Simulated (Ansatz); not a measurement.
# CH₅Cl₂GeN: basis-set convergence

How large a basis does CH₅Cl₂GeN need? Two functionals are run in growing sets.

Method: one geometry, several basis sets; program: Ansatz 0.2.0, Gaussian basis.

Plan: PBE0-D4/def2-SVP; ωB97M-V/def2-SVP; PBE0-D4/def2-QZVPP; ωB97M-V/def2-QZVPP; the functionals' def2-TZVPP values are taken from earlier runs.

**1. Structure used throughout**

The geometry comes from an earlier relaxation with PBE0-D4 in a triple-zeta def2 set; it is a stationary point, not always the lowest conformer.

SMILES `C[NH][GeH]([Cl])[Cl]`, 10 atoms, charge 0, spin multiplicity 1.

Atoms are counted from 1 here; the program's logs count them from 0.

Bond lengths: C1–N2 1.454 Å, C1–H6 1.097 Å, C1–H7 1.093 Å, C1–H8 1.093 Å, N2–Ge3 1.807 Å, N2–H9 1.011 Å, Ge3–Cl4 2.160 Å, Ge3–Cl5 2.136 Å, Ge3–H10 1.527 Å. Angles: N2–C1–H6 114.0°, N2–C1–H7 109.7°, N2–C1–H8 109.7°, H6–C1–H7 108.5°, H6–C1–H8 107.7°, H7–C1–H8 107.0°, C1–N2–Ge3 119.1°, C1–N2–H9 113.0°, Ge3–N2–H9 112.9°, N2–Ge3–Cl4 112.7°, N2–Ge3–Cl5 106.4°, N2–Ge3–H10 112.3°, Cl4–Ge3–Cl5 107.5°, Cl4–Ge3–H10 106.8°, Cl5–Ge3–H10 111.2°.

**2. PBE0-D4 in def2-SVP**

Contents of in.yaml:

```yaml
crystal:
  periodic: [false, false, false]
  atoms:
    - {symbol: C, position_ang: [-0.501555, -1.179308, 0.715939]}
    - {symbol: N, position_ang: [0.251272, 0.064179, 0.713540]}
    - {symbol: Ge, position_ang: [0.605054, 0.873717, -0.862631]}
    - {symbol: Cl, position_ang: [-1.179535, 1.271383, -2.013010]}
    - {symbol: Cl, position_ang: [1.492548, 2.756885, -0.385755]}
    - {symbol: H, position_ang: [-1.566007, -1.057244, 0.482489]}
    - {symbol: H, position_ang: [-0.414235, -1.660890, 1.692826]}
    - {symbol: H, position_ang: [-0.076621, -1.868564, -0.018440]}
    - {symbol: H, position_ang: [-0.052564, 0.710608, 1.428378]}
    - {symbol: H, position_ang: [1.524745, 0.038032, -1.750436]}
basis:
  gaussian: {orbitals: def2-SVP}
hamiltonian: {xc: pbe0, dispersion: d4}
output: {orbitals: {seedname: orbitals}}
```

Run with:

```console
$ ansatz run in.yaml --threads 4 --pin off --events-out ev --progress --plain --max-ram 10444MiB
```

Log:

```text
Functional definition: PBE0
  name "PBE0"
  cite "Adamo & Barone, J. Chem. Phys. 110, 6158 (1999) doi:10.1063/1.478522"
  cite "Perdew, Burke & Ernzerhof, Phys. Rev. Lett. 77, 3865 (1996) doi:10.1103/PhysRevLett.77.3865"
  parent pbe
  parameter a = 0.25
  parameter kappa = 0.804
  parameter beta = 0.06672455060314922
  exchange = (1 - a)*pbe_x(kappa = kappa, mu = beta*pi^2/3) + a*exact_x
  correlation = pbe_c(beta = beta)
1179 factors; integrals over basis functions are off by at most 1.5e-3 eV
mean field evaluation 1: about -84133.7688 eV, gradient 5.1e1 eV
mean field evaluation 2: about -84124.6665 eV, gradient 8.1e1 eV
mean field evaluation 4: about -84139.3026 eV, gradient 3.6e0 eV
mean field evaluation 8: about -84139.4606 eV, gradient 3.1e-1 eV
mean field evaluation 16: about -84139.4608 eV, gradient 4.0e-5 eV
mean field -84139.46079295 eV, -3092.0681523660 hartree, gradient 3.9e-5 eV, S^2 0.000000; 0 other end points of the search recorded, 0 dependent functions left out
reference -84139.46081833 eV, -3092.0681532986 hartree; 42, 42 occupied and 79, 79 virtual orbitals, 1179 factors
Total energy: -84139.69131261 eV, -3092.0766238073 hartree
```

Wall time 2.8 s (4 threads of Arm Neoverse N1, shared host); peak memory 0.29 GiB.

**3. ωB97M-V in def2-SVP**

in.yaml: that of step 2 with these lines changed.

```diff
@@ -15,3 +15,3 @@
   gaussian: {orbitals: def2-SVP}
-hamiltonian: {xc: pbe0, dispersion: d4}
+hamiltonian: {xc: {name: wB97M-V}}
 output: {orbitals: {seedname: orbitals}}
```

The command is unchanged.

Log (excerpt; [...] marks lines left out):

```text
Functional definition: wB97M-V
  name "wB97M-V"
  cite "Mardirossian & Head-Gordon, J. Chem. Phys. 144, 214110 (2016) doi:10.1063/1.4952647"
  cite "Becke, J. Chem. Phys. 107, 8554 (1997) doi:10.1063/1.475007"
  cite "Vydrov & Van Voorhis, J. Chem. Phys. 133, 244103 (2010) doi:10.1063/1.3521275"
  # Of w^i u^j: cxij and so on, Table III.
[...]
  gx(w, u) = 1 - cx + cx01*u + cx10*w
  gss(w, u) = css00 + css04*u^4 + css10*w + css20*w^2 + css43*w^4*u^3
  gos(w, u) = cos00 + cos10*w + (cos20 + cos21*u)*w^2 + (cos60 + cos61*u)*w^6
[...]
      + integral(e_c_pw_mod_opposite_spin*gos(b97_w_opposite, b97_u_opposite)) + vv10(b, c)
1179 factors; integrals over basis functions are off by at most 1.5e-3 eV
302 factors; integrals over basis functions are off by at most 5.4e-6 eV
[...]
mean field -84152.25562484 eV, -3092.5383537652 hartree, gradient 1.4e-5 eV, S^2 0.000000; 0 other end points of the search recorded, 0 dependent functions left out
reference -84152.25566406 eV, -3092.5383552065 hartree; 42, 42 occupied and 79, 79 virtual orbitals, 1179 factors
Total energy: -84152.25566406 eV, -3092.5383552065 hartree
```

Run time: 10 s. Hardware: 4 threads of Arm Neoverse N1, shared host; peak memory 0.43 GiB.

**4. PBE0-D4 in def2-QZVPP**

in.yaml: that of step 3 with these lines changed.

```diff
@@ -14,4 +14,4 @@
 basis:
-  gaussian: {orbitals: def2-SVP}
-hamiltonian: {xc: {name: wB97M-V}}
+  gaussian: {orbitals: "def2-QZVPP.json"}
+hamiltonian: {xc: pbe0, dispersion: d4}
 output: {orbitals: {seedname: orbitals}}
```

The command is unchanged.

Log:

```text
Functional definition: PBE0
  name "PBE0"
  cite "Adamo & Barone, J. Chem. Phys. 110, 6158 (1999) doi:10.1063/1.478522"
  cite "Perdew, Burke & Ernzerhof, Phys. Rev. Lett. 77, 3865 (1996) doi:10.1103/PhysRevLett.77.3865"
  parent pbe
  parameter a = 0.25
  parameter kappa = 0.804
  parameter beta = 0.06672455060314922
  exchange = (1 - a)*pbe_x(kappa = kappa, mu = beta*pi^2/3) + a*exact_x
  correlation = pbe_c(beta = beta)
1948 factors; their error is unknown
mean field evaluation 1: about -84152.0177 eV, gradient 6.5e1 eV
mean field evaluation 2: about -84135.0935 eV, gradient 1.1e2 eV
mean field evaluation 4: about -84160.1230 eV, gradient 6.0e0 eV
mean field evaluation 8: about -84160.1906 eV, gradient 1.9e-1 eV
mean field evaluation 16: about -84160.3580 eV, gradient 1.5e-4 eV
mean field -84160.35798833 eV, -3092.8361101318 hartree, gradient 7.5e-5 eV, S^2 0.000000; 0 other end points of the search recorded, 0 dependent functions left out
reference -84160.35802595 eV, -3092.8361115143 hartree; 42, 42 occupied and 451, 451 virtual orbitals, 1948 factors
Total energy: -84160.58852024 eV, -3092.8445820230 hartree
```

Wall time 24 s (4 threads of Arm Neoverse N1, shared host); peak memory 2.5 GiB.

**5. ωB97M-V in def2-QZVPP**

in.yaml: that of step 4 with these lines changed.

```diff
@@ -15,3 +15,3 @@
   gaussian: {orbitals: "def2-QZVPP.json"}
-hamiltonian: {xc: pbe0, dispersion: d4}
+hamiltonian: {xc: {name: wB97M-V}}
 output: {orbitals: {seedname: orbitals}}
```

The command is unchanged.

Log (excerpt; [...] marks lines left out):

```text
Functional definition: wB97M-V
  name "wB97M-V"
  cite "Mardirossian & Head-Gordon, J. Chem. Phys. 144, 214110 (2016) doi:10.1063/1.4952647"
  cite "Becke, J. Chem. Phys. 107, 8554 (1997) doi:10.1063/1.475007"
  cite "Vydrov & Van Voorhis, J. Chem. Phys. 133, 244103 (2010) doi:10.1063/1.3521275"
  # Of w^i u^j: cxij and so on, Table III.
[...]
  gx(w, u) = 1 - cx + cx01*u + cx10*w
  gss(w, u) = css00 + css04*u^4 + css10*w + css20*w^2 + css43*w^4*u^3
  gos(w, u) = cos00 + cos10*w + (cos20 + cos21*u)*w^2 + (cos60 + cos61*u)*w^6
[...]
      + integral(e_c_pw_mod_opposite_spin*gos(b97_w_opposite, b97_u_opposite)) + vv10(b, c)
1904 factors; their error is unknown
370 factors; integrals over basis functions are off by at most 2.7e-5 eV
[...]
mean field -84173.09562377 eV, -3093.3042096000 hartree, gradient 2.7e-5 eV, S^2 0.000000; 0 other end points of the search recorded, 0 dependent functions left out
reference -84173.09568340 eV, -3093.3042117915 hartree; 42, 42 occupied and 451, 451 virtual orbitals, 1904 factors
Total energy: -84173.09568340 eV, -3093.3042117915 hartree
```

Run time: 47 s. Hardware: 4 threads of Arm Neoverse N1, shared host; peak memory 2.8 GiB.

**6. Functionals by basis**

The def2-TZVPP values come from earlier runs at the same geometry.

| functional | basis | functions | energy (eV) | from the largest (eV) | HOMO (eV) | LUMO (eV) |
| --- | --- | --- | --- | --- | --- | --- |
| PBE0-D4 | def2-SVP | 121 | -84139.6913 | 20.897 | -7.36 | -0.06 |
| PBE0-D4 | def2-TZVPP | 264 | -84158.4763 | 2.112 | -7.50 | -0.42 |
| PBE0-D4 | def2-QZVPP | 493 | -84160.5885 | 0.000 | -7.54 | -0.54 |
| ωB97M-V | def2-SVP | 121 | -84152.2557 | 20.840 | -9.66 | 2.08 |
| ωB97M-V | def2-TZVPP | 264 | -84171.0528 | 2.043 | -9.83 | 1.58 |
| ωB97M-V | def2-QZVPP | 493 | -84173.0957 | 0.000 | -9.86 | 1.33 |

**7. Outcome**

| quantity | value |
| --- | --- |
| PBE0-D4: double and triple zeta above quadruple | 20.90, 2.11 eV |
| ωB97M-V: double and triple zeta above quadruple | 20.84, 2.04 eV |

**Reading.** PBE0-D4 gains 18.79 eV from double to triple zeta, then 2.11 eV more. Total energies overstate the basis error of differences, where much of it tends to cancel. The LUMO of ωB97M-V is positive and keeps falling with the basis (2.08 to 1.33 eV): an unbound level that the basis holds in place.

For PBE0-D4 the largest set took about 8 times as long as the smallest (24 s against 2.8 s).
